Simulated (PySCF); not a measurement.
OGaBr2H, in a box:

```
O Ga Br H
1.0
    13.00000    0.00000    0.00000
     0.00000   13.00000    0.00000
     0.00000    0.00000   12.00000
O Ga Br H
1 1 2 1
Cartesian
  6.4465 7.7823 6.1350
  6.4937 6.0163 6.0768
  8.1836 4.8826 7.0836
  4.8424 4.9379 4.9844
  7.1865 8.1594 6.6189
```

Base run:

```yaml
Program: PySCF 2.14.0
Functional: PBEsol0
Potentials_or_basis: def2-svp (all-electron)
k_mesh: 1 × 1 × 1
Occupations: fixed
Spin: no spin polarisation
```

Its results: gap between the frontier levels 7.00 eV.

Q: The run is repeated on the same cell with these changes: functional from PBEsol0 to PBE. What comes out?

A: Gap between the frontier levels 4.76 eV.

PBEsol0 gives the wider gap, since exact exchange removes part of the self-interaction.

Caveats: this is a molecule in a periodic box at the Γ point, so its band gap is the HOMO-LUMO gap; relativity is left out, which matters for the heavier elements; the basis of atomic orbitals isn't converged, which shifts pressures, moduli and gaps.

